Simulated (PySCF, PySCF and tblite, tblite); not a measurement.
# C₅H₁₀N₂: a path driven as rotation about a bond, and NMR exchange

How fast is rotation about a bond in C₅H₁₀N₂ (`[H]/N=C(C)/C=C(/C)N`), and when do the exchanging lines merge?

Programs: PySCF 2.14.0 with density-fitted response routines of our own, and tblite 0.8.0. All values are computed, except where a source is named. Atoms count from 0 throughout.

## (1) The molecule as given

17 atoms, charge 0, multiplicity 1; geometry from: force field or distance geometry start.

Bonds of the start (Å): C0–C1 1.50, C0–H7 1.10, C0–H8 1.09, C0–H9 1.10, C1–C3 1.49, C1–N2 1.29, C3–C4 1.34, C3–H11 1.10, C4–C5 1.50, C4–N6 1.39, C5–H12 1.08, C5–H13 1.10, C5–H14 1.09, N2–H10 1.04, N6–H15 1.04, N6–H16 1.02.

## (2) GFN2-xTB relaxation, start minimum

What the job is given:

```
{"job": {"xc": "GFN2-xTB", "basis": "xTB", "kind": "relax"}, "charge": 0, "multiplicity": 1}
C     -2.490800    -0.461500    -0.505800
C     -1.290600     0.248900     0.038900
N     -1.354600     1.478700     0.433800
C     -0.029300    -0.538100     0.154600
C      1.192600     0.006100     0.067500
C      2.421800    -0.851200     0.181500
N      1.416800     1.360500    -0.161000
H     -3.248100    -0.540800     0.286000
H     -2.244400    -1.460900    -0.870400
H     -2.915200     0.125100    -1.328300
H     -2.316900     1.837900     0.276200
H     -0.154600    -1.615000     0.317200
H      3.027100    -0.775700    -0.715500
H      3.039400    -0.521600     1.030300
H      2.180900    -1.898600     0.340400
H      0.556800     1.893800     0.065400
H      2.202200     1.724200     0.379300
```

Launch:

```sh
> OMP_NUM_THREADS=1 python ens_run.py task.json out
```

This one command runs the whole study; its stages follow in the order run.

Log:

```text
step      E/eV     max force
  0    -587.81381    1.461
  1    -587.87873    0.830
  2    -587.90589    0.549
  3    -587.93269    0.441
  4    -587.95036    0.422
  5    -587.96442    0.481
  6    -587.98448    0.441
  7    -587.99878    0.290
  8    -588.00780    0.216
  9    -588.01533    0.218
 10    -588.02218    0.217
 11    -588.02850    0.188
 12    -588.03386    0.170
 13    -588.03960    0.173
 14    -588.04538    0.221
 15    -588.05130    0.224
 16    -588.05686    0.195
 17    -588.06464    0.222
 18    -588.07366    0.287
 19    -588.08419    0.283
 20    -588.09175    0.350
 21    -588.09797    0.184
 22    -588.10314    0.232
 23    -588.10963    0.239
 24    -588.11295    0.152
 25    -588.11526    0.102
 26    -588.11737    0.100
 27    -588.11942    0.101
 28    -588.12093    0.131
 29    -588.12209    0.089
 30    -588.12335    0.081
 31    -588.12474    0.075
 32    -588.12595    0.078
 33    -588.12695    0.078
 34    -588.12802    0.090
 35    -588.12921    0.080
 36    -588.13022    0.065
 37    -588.13094    0.061
 38    -588.13163    0.092
 39    -588.13265    0.118
 40    -588.13397    0.117
 41    -588.13517    0.065
 42    -588.13594    0.065
 43    -588.13650    0.060
 44    -588.13701    0.047
 45    -588.13742    0.045
 46    -588.13767    0.035
 47    -588.13780    0.028
 48    -588.13789    0.022
 49    -588.13797    0.021
 50    -588.13805    0.026
 51    -588.13813    0.027
 52    -588.13821    0.025
 53    -588.13828    0.023
 54    -588.13834    0.026
 55    -588.13841    0.024
 56    -588.13849    0.023
 57    -588.13859    0.023
 58    -588.13869    0.021
 59    -588.13879    0.026
 60    -588.13891    0.031
 61    -588.13907    0.031
 62    -588.13926    0.034
 63    -588.13946    0.036
 64    -588.13965    0.040
 65    -588.13981    0.041
 66    -588.13998    0.036
 67    -588.14017    0.044
 68    -588.14038    0.045
 69    -588.14059    0.030
 70    -588.14077    0.030
 71    -588.14093    0.031
 72    -588.14115    0.034
 73    -588.14137    0.035
 74    -588.14155    0.036
 75    -588.14167    0.045
 76    -588.14183    0.035
 77    -588.14207    0.052
 78    -588.14250    0.074
 79    -588.14295    0.062
 80    -588.14346    0.164
 81    -588.14347    0.205
 82    -588.14470    0.073
 83    -588.14518    0.103
 84    -588.14575    0.086
 85    -588.14630    0.066
 86    -588.14650    0.071
 87    -588.14689    0.033
 88    -588.14735    0.034
 89    -588.14794    0.033
 90    -588.14823    0.041
 91    -588.14846    0.034
 92    -588.14876    0.041
 93    -588.14901    0.041
 94    -588.14931    0.045
 95    -588.14959    0.042
 96    -588.14977    0.060
 97    -588.15003    0.038
 98    -588.15026    0.035
 99    -588.15073    0.045
100    -588.15100    0.044
101    -588.15139    0.049
102    -588.15174    0.042
103    -588.15215    0.043
104    -588.15205    0.107
105    -588.15286    0.078
106    -588.15329    0.070
107    -588.15517    0.089
108    -588.15562    0.059
109    -588.15612    0.072
110    -588.15692    0.102
111    -588.15741    0.048
112    -588.15781    0.054
113    -588.15845    0.085
114    -588.15876    0.034
115    -588.15899    0.033
116    -588.15917    0.028
117    -588.15931    0.021
118    -588.15940    0.022
119    -588.15945    0.014
120    -588.15947    0.013
121    -588.15949    0.010
122    -588.15951    0.010
123    -588.15952    0.009
124    -588.15953    0.008
125    -588.15955    0.011
126    -588.15956    0.010
127    -588.15957    0.007
128    -588.15958    0.007
129    -588.15959    0.005
130    -588.15959    0.006
131    -588.15960    0.006
132    -588.15960    0.004
133    -588.15961    0.004
134    -588.15961    0.005
135    -588.15961    0.006
136    -588.15962    0.006
137    -588.15962    0.006
138    -588.15963    0.007
139    -588.15964    0.007
140    -588.15964    0.007
141    -588.15966    0.007
142    -588.15967    0.008
143    -588.15969    0.009
144    -588.15970    0.012
145    -588.15973    0.014
146    -588.15975    0.013
147    -588.15978    0.011
148    -588.15980    0.010
149    -588.15981    0.013
150    -588.15982    0.013
151    -588.15983    0.008
152    -588.15985    0.008
153    -588.15986    0.009
154    -588.15987    0.012
155    -588.15989    0.012
156    -588.15990    0.009
157    -588.15991    0.007
158    -588.15992    0.006
159    -588.15993    0.007
160    -588.15994    0.007
161    -588.15994    0.007
162    -588.15995    0.007
163    -588.15996    0.006
164    -588.15996    0.006
165    -588.15997    0.007
166    -588.15998    0.007
167    -588.15999    0.008
168    -588.16000    0.007
169    -588.16001    0.008
170    -588.16002    0.007
171    -588.16003    0.008
172    -588.16004    0.009
173    -588.16005    0.006
174    -588.16006    0.006
175    -588.16006    0.005
176    -588.16007    0.005
177    -588.16007    0.006
178    -588.16007    0.004
179    -588.16008    0.003
180    -588.16008    0.002
```

It took 0.96 s on 1 thread of Arm Neoverse V1, shared host.

The energy fell by 0.346 eV, and the atoms moved 0.45 Å (root mean square).

## (3) Relaxed scan, rotation

What the job is given:

```
{"job": {"xc": "GFN2-xTB", "basis": "xTB", "coordinate": [["t", [0, 1, 3, 4], 0.25], ["t", [0, 1, 3, 11], 0.25], ["t", [2, 1, 3, 4], 0.25], ["t", [2, 1, 3, 11], 0.25]], "kind": "drive"}, "charge": 0, "multiplicity": 1}
C     -2.532833    -0.516057    -0.317707
C     -1.250327     0.268600    -0.175761
N     -1.200508     1.550818    -0.166492
C     -0.059653    -0.516497    -0.039926
C      1.184083     0.012735     0.131548
C      2.399325    -0.846694     0.310227
N      1.374198     1.343167     0.127707
H     -2.674441    -1.158285     0.550466
H     -2.483679    -1.150124    -1.201773
H     -3.391600     0.147890    -0.408529
H     -2.105263     2.006704    -0.256173
H     -0.174031    -1.588146    -0.061844
H      3.132740    -0.622828    -0.463690
H      2.859799    -0.647690     1.277874
H      2.143908    -1.900306     0.256325
H      0.509444     1.886479     0.056443
H      2.261839     1.742266     0.371396
```

Log:

```text
point  coordinate     E/eV
  0    -74.700     -588.12317
  1    -60.300     -588.01713
  2    -45.500     -587.86035
  3    -30.100     -587.71251
  4    -14.500     -587.61766
  5      1.000     -587.58444
  6     16.200     -587.59407
  7     31.300     -587.63312
  8     46.300     -587.71608
  9     61.300     -587.76480
 10     76.100     -587.78724
 11     90.900     -587.78686
```

Wall time 4 s (1 thread of Arm Neoverse V1, shared host).

The highest point is number 5, 12.4 kcal/mol above the first.

## (4) Nudged elastic band, leg 1

The job, as its differences from that of step 3:

```diff
@@ -1,2 +1,2 @@
-{"job": {"xc": "GFN2-xTB", "basis": "xTB", "coordinate": [["t", [0, 1, 3, 4], 0.25], ["t", [0, 1, 3, 11], 0.25], ["t", [2, 1, 3, 4], 0.25], ["t", [2, 1, 3, 11], 0.25]], "kind": "drive"}, "charge": 0, "multiplicity": 1}
+{"job": {"xc": "GFN2-xTB", "basis": "xTB", "kind": "neb"}, "charge": 0, "multiplicity": 1}
 C     -2.532833    -0.516057    -0.317707
```

Log:

```text
image   E - E0 / eV
  0       0.0000
  1       0.2117
  2       0.5187
  3       0.5646
  4       0.4476
  5       0.3865
  6       0.3695
```

Wall time 1.6 s (1 thread of Arm Neoverse V1, shared host).

The highest point is number 3, 13.0 kcal/mol above the first.

## (5) Saddle search, leg 1

What the job is given:

```
{"job": {"xc": "GFN2-xTB", "basis": "xTB", "kind": "saddle"}, "charge": 0, "multiplicity": 1}
C     -2.179884    -0.076204     0.314381
C     -1.222857     0.259924    -0.809359
N     -1.487220     0.996379    -1.795035
C      0.086508    -0.418717    -0.734770
C      1.069926    -0.083229     0.106486
C      2.361571    -0.842311     0.181449
N      1.029796     1.050168     0.897448
H     -1.679123    -0.054870     1.279896
H     -2.543785    -1.092109     0.156308
H     -3.034195     0.599984     0.327114
H     -2.424015     1.399699    -1.792224
H      0.236483    -1.214211    -1.446316
H      3.163697    -0.261929    -0.272006
H      2.630282    -1.032054     1.220566
H      2.280899    -1.791479    -0.338898
H      0.144401     1.524932     0.956869
H      1.567519     1.036028     1.748090
```

Log:

```text
step      E/eV     max force
  0    -587.59546   0.0432
  1    -587.59042   0.1447
  2    -587.59445   0.0383
  3    -587.59275   0.0569
  4    -587.59028   0.0554
  5    -587.58709   0.1177
  6    -587.58946   0.0193
  7    -587.58804   0.0361
  8    -587.58731   0.0314
  9    -587.58723   0.0336
 10    -587.58728   0.0032
lowest wavenumbers (cm-1): -86.1 107.3 112.0 127.3 151.8 328.9
```

It took 3 s on 1 thread of Arm Neoverse V1, shared host; peak memory 0.2 GiB.

Point group C1; 1 imaginary mode, 86i cm⁻¹, carried by N2, C0, N6. Steps downhill from it reached both ends.

## (6) Shieldings, start: PBE0/pcSseg-1

What the job is given:

```
{"job": {"kind": "nmr", "xc": "PBE0", "basis": "pcSseg-1", "pop": false}, "charge": 0, "multiplicity": 1}
C     -2.532833    -0.516057    -0.317707
C     -1.250327     0.268600    -0.175761
N     -1.200508     1.550818    -0.166492
C     -0.059653    -0.516497    -0.039926
C      1.184083     0.012735     0.131548
C      2.399325    -0.846694     0.310227
N      1.374198     1.343167     0.127707
H     -2.674441    -1.158285     0.550466
H     -2.483679    -1.150124    -1.201773
H     -3.391600     0.147890    -0.408529
H     -2.105263     2.006704    -0.256173
H     -0.174031    -1.588146    -0.061844
H      3.132740    -0.622828    -0.463690
H      2.859799    -0.647690     1.277874
H      2.143908    -1.900306     0.256325
H      0.509444     1.886479     0.056443
H      2.261839     1.742266     0.371396
```

Log:

```text
coarse grid: 13760 points
cycle   1  E = -305.5395376890  dE =  9.414e-01  |g| = 5.401e-01  |ddm| = 3.696e+00
cycle   2  E = -305.4979770816  dE =  4.156e-02  |g| = 6.999e-01  |ddm| = 1.226e+00
cycle   3  E = -305.6071747761  dE = -1.092e-01  |g| = 1.513e-01  |ddm| = 7.859e-01
cycle   4  E = -305.6125028547  dE = -5.328e-03  |g| = 2.824e-02  |ddm| = 1.511e-01
cycle   5  E = -305.6126700212  dE = -1.672e-04  |g| = 9.016e-03  |ddm| = 3.478e-02
cycle   6  E = -305.6126880389  dE = -1.802e-05  |g| = 2.373e-03  |ddm| = 8.761e-03
cycle   7  E = -305.6126891522  dE = -1.113e-06  |g| = 9.737e-04  |ddm| = 2.409e-03
final grid: 131744 points
cycle   8  E = -305.6480021904  dE = -4.312e-05  |g| = 8.789e-03  |ddm| = 3.862e-02
cycle   9  E = -305.6479967064  dE =  5.484e-06  |g| = 1.030e-02  |ddm| = 1.671e-02
cycle  10  E = -305.6480202603  dE = -2.355e-05  |g| = 1.640e-03  |ddm| = 9.338e-03
cycle  11  E = -305.6480209335  dE = -6.732e-07  |g| = 2.412e-04  |ddm| = 1.773e-03
cycle  12  E = -305.6480209460  dE = -1.256e-08  |g| = 9.008e-05  |ddm| = 3.154e-04
cycle  13  E = -305.6480209476  dE = -1.580e-09  |g| = 3.063e-05  |ddm| = 8.700e-05
cycle  14  E = -305.6480209478  dE = -1.862e-10  |g| = 1.066e-05  |ddm| = 3.703e-05
converged SCF energy = -305.6480209478

GIAO shielding tensors (ppm)
atom      isotropic    diamagn.    paramagn.     s11        s22        s33       span
  0 C      153.954     249.348     -95.394    119.919    152.020    189.923     70.004
  1 C       10.715     251.008    -240.293    -89.157    -12.948    134.251    223.408
  2 N      -12.632     326.023    -338.655   -261.611     20.710    203.005    464.616
  3 C       93.758     256.171    -162.413      7.280    127.961    146.033    138.753
  4 C       28.124     253.270    -225.145    -65.625      7.419    142.579    208.205
  5 C      163.206     246.959     -83.752    141.229    156.896    191.495     50.266
  6 N      151.034     324.257    -173.224     48.053    198.558    206.490    158.437
  7 H       29.304      29.476      -0.172     25.570     28.678     33.664      8.094
  8 H       29.321      29.362      -0.041     25.627     28.612     33.724      8.096
  9 H       30.433      29.494       0.938     27.026     29.194     35.078      8.052
 10 H       23.284      33.484     -10.200     18.470     24.595     26.787      8.317
 11 H       27.111      35.561      -8.450     23.897     25.502     31.934      8.037
 12 H       29.708      28.120       1.588     26.041     27.794     35.290      9.249
 13 H       29.734      28.293       1.442     26.200     27.785     35.218      9.018
 14 H       30.079      29.663       0.417     25.685     29.409     35.144      9.460
 15 H       19.222      32.537     -13.314      6.603     18.674     32.390     25.788
 16 H       27.395      32.385      -4.989     22.930     25.857     33.399     10.470
```

Wall time 19 s (1 thread of Arm Neoverse V1, shared host); peak memory 0.76 GiB.

This run: HOMO -5.61 eV, LUMO -0.07 eV; dipole 1.14 D.

## (7) Shieldings, saddle of leg 1: PBE0/pcSseg-1

What the job is given:

```
{"job": {"kind": "nmr", "xc": "PBE0", "basis": "pcSseg-1", "pop": false}, "charge": 0, "multiplicity": 1}
C     -2.247430    -0.145279     0.285384
C     -1.231558     0.256096    -0.760230
N     -1.414020     1.098659    -1.675895
C      0.060856    -0.460951    -0.672698
C      1.089060    -0.069707     0.083158
C      2.368436    -0.846521     0.179548
N      1.097620     1.122599     0.787589
H     -1.815748    -0.065788     1.281995
H     -2.524841    -1.187096     0.129367
H     -3.143475     0.471866     0.227725
H     -2.336509     1.533752    -1.686480
H      0.141536    -1.344705    -1.284918
H      3.205442    -0.218401    -0.120258
H      2.539639    -1.170737     1.206733
H      2.337664    -1.721899    -0.460996
H      0.214655     1.601390     0.856684
H      1.658672     1.146722     1.623293
```

Log:

```text
coarse grid: 13760 points
cycle   1  E = -305.5045588374  dE =  8.951e-01  |g| = 5.603e-01  |ddm| = 3.671e+00
cycle   2  E = -305.4661741241  dE =  3.838e-02  |g| = 7.179e-01  |ddm| = 1.378e+00
cycle   3  E = -305.5793012515  dE = -1.131e-01  |g| = 1.376e-01  |ddm| = 8.022e-01
cycle   4  E = -305.5833471841  dE = -4.046e-03  |g| = 3.880e-02  |ddm| = 1.373e-01
cycle   5  E = -305.5836448203  dE = -2.976e-04  |g| = 1.412e-02  |ddm| = 4.742e-02
cycle   6  E = -305.5836910398  dE = -4.622e-05  |g| = 3.784e-03  |ddm| = 1.455e-02
cycle   7  E = -305.5836942546  dE = -3.215e-06  |g| = 9.727e-04  |ddm| = 3.838e-03
final grid: 131744 points
cycle   8  E = -305.6205784234  dE = -3.760e-05  |g| = 8.842e-03  |ddm| = 3.229e-02
cycle   9  E = -305.6205739673  dE =  4.456e-06  |g| = 1.013e-02  |ddm| = 1.652e-02
cycle  10  E = -305.6205965647  dE = -2.260e-05  |g| = 1.428e-03  |ddm| = 8.696e-03
cycle  11  E = -305.6205970462  dE = -4.814e-07  |g| = 2.899e-04  |ddm| = 1.520e-03
cycle  12  E = -305.6205970624  dE = -1.621e-08  |g| = 1.341e-04  |ddm| = 3.132e-04
cycle  13  E = -305.6205970661  dE = -3.694e-09  |g| = 2.566e-05  |ddm| = 1.098e-04
cycle  14  E = -305.6205970662  dE = -1.069e-10  |g| = 1.179e-05  |ddm| = 3.345e-05
converged SCF energy = -305.6205970662

GIAO shielding tensors (ppm)
atom      isotropic    diamagn.    paramagn.     s11        s22        s33       span
  0 C      152.939     250.743     -97.803    122.548    147.432    188.838     66.290
  1 C        7.189     252.299    -245.111   -105.618      0.499    126.685    232.303
  2 N     -104.808     318.058    -422.866   -440.414    -75.688    201.679    642.093
  3 C       83.106     257.510    -174.404      4.499    114.380    130.440    125.941
  4 C       43.069     254.860    -211.790    -61.947     45.894    145.261    207.209
  5 C      163.601     246.174     -82.573    144.111    155.993    190.699     46.588
  6 N      192.029     321.613    -129.584    149.535    188.151    238.400     88.865
  7 H       29.527      31.732      -2.204     26.110     30.262     32.211      6.101
  8 H       29.376      29.714      -0.338     26.230     28.397     33.501      7.271
  9 H       30.222      30.636      -0.414     27.169     28.264     35.232      8.064
 10 H       20.516      31.674     -11.158     10.921     25.073     25.554     14.633
 11 H       26.952      34.098      -7.146     24.935     26.720     29.201      4.266
 12 H       29.745      27.772       1.974     26.057     27.543     35.636      9.579
 13 H       30.023      28.867       1.156     26.466     28.141     35.463      8.997
 14 H       30.026      29.382       0.644     26.130     28.893     35.056      8.926
 15 H       28.494      35.001      -6.507     21.719     28.262     35.502     13.783
 16 H       29.305      32.645      -3.340     23.504     27.188     37.222     13.719
```

Wall time 19 s (1 thread of Arm Neoverse V1, shared host); peak memory 0.78 GiB.

Key values: HOMO -5.86 eV, LUMO 0.29 eV; dipole 3.27 D.

## (8) Shieldings, end: PBE0/pcSseg-1

What the job is given:

```
{"job": {"kind": "nmr", "xc": "PBE0", "basis": "pcSseg-1", "pop": false}, "charge": 0, "multiplicity": 1}
C     -2.062400     0.475096     0.302624
C     -1.279218    -0.014043    -0.895626
N     -1.800593    -0.197327    -2.042430
C      0.127306    -0.329697    -0.786681
C      1.007923    -0.150829     0.219218
C      2.429961    -0.612024     0.072666
N      0.741439     0.387533     1.454864
H     -1.878397    -0.157778     1.168474
H     -3.129397     0.456780     0.079388
H     -1.792059     1.505742     0.537978
H     -2.794988     0.015407    -2.095524
H      0.505459    -0.780988    -1.691633
H      3.108636     0.241383     0.100061
H      2.691113    -1.277075     0.895118
H      2.575778    -1.139665    -0.863674
H     -0.070832     0.969156     1.555275
H      1.540867     0.672543     1.996167
```

Log:

```text
coarse grid: 13760 points
cycle   1  E = -305.5055380120  dE =  9.217e-01  |g| = 5.772e-01  |ddm| = 3.712e+00
cycle   2  E = -305.4093014928  dE =  9.624e-02  |g| = 8.626e-01  |ddm| = 1.965e+00
cycle   3  E = -305.5834838214  dE = -1.742e-01  |g| = 1.970e-01  |ddm| = 1.334e+00
cycle   4  E = -305.5928059719  dE = -9.322e-03  |g| = 3.554e-02  |ddm| = 2.097e-01
cycle   5  E = -305.5931026788  dE = -2.967e-04  |g| = 7.771e-03  |ddm| = 5.612e-02
cycle   6  E = -305.5931140344  dE = -1.136e-05  |g| = 3.339e-03  |ddm| = 8.949e-03
cycle   7  E = -305.5931163250  dE = -2.291e-06  |g| = 7.097e-04  |ddm| = 2.662e-03
final grid: 131744 points
cycle   8  E = -305.6297258554  dE = -4.037e-05  |g| = 8.739e-03  |ddm| = 4.016e-02
cycle   9  E = -305.6297220746  dE =  3.781e-06  |g| = 9.843e-03  |ddm| = 1.688e-02
cycle  10  E = -305.6297438583  dE = -2.178e-05  |g| = 1.364e-03  |ddm| = 8.406e-03
cycle  11  E = -305.6297443141  dE = -4.558e-07  |g| = 2.312e-04  |ddm| = 1.466e-03
cycle  12  E = -305.6297443271  dE = -1.294e-08  |g| = 5.884e-05  |ddm| = 2.898e-04
cycle  13  E = -305.6297443277  dE = -5.905e-10  |g| = 2.741e-05  |ddm| = 8.040e-05
converged SCF energy = -305.6297443277

GIAO shielding tensors (ppm)
atom      isotropic    diamagn.    paramagn.     s11        s22        s33       span
  0 C      155.792     252.966     -97.173    129.436    154.685    183.257     53.821
  1 C       14.820     249.978    -235.158    -91.330      3.207    132.583    223.913
  2 N      -79.640     316.092    -395.733   -387.071    -27.303    175.454    562.525
  3 C       77.268     253.985    -176.717      5.782    103.513    122.509    116.727
  4 C       37.094     254.140    -217.046    -66.623     35.000    142.905    209.528
  5 C      160.412     247.233     -86.821    134.764    155.746    190.727     55.963
  6 N      178.888     322.700    -143.812    131.541    184.701    220.421     88.880
  7 H       29.197      31.922      -2.726     25.078     30.296     32.217      7.139
  8 H       29.975      30.442      -0.467     26.503     28.665     34.757      8.254
  9 H       29.553      31.702      -2.149     26.203     29.508     32.950      6.747
 10 H       21.998      31.312      -9.313     13.015     25.555     27.425     14.410
 11 H       26.308      34.637      -8.329     22.873     25.600     30.451      7.579
 12 H       29.745      28.662       1.083     26.318     27.754     35.163      8.845
 13 H       29.739      28.609       1.130     26.163     28.049     35.006      8.843
 14 H       29.870      29.648       0.222     25.567     28.915     35.129      9.562
 15 H       27.748      35.713      -7.965     19.583     27.953     35.707     16.124
 16 H       28.539      32.695      -4.156     22.763     27.538     35.315     12.551
```

It took 18 s on 1 thread of Arm Neoverse V1, shared host; peak memory 0.78 GiB.

Key values: HOMO -5.83 eV, LUMO -0.18 eV; dipole 4.13 D.

[end of part 1 of 2]
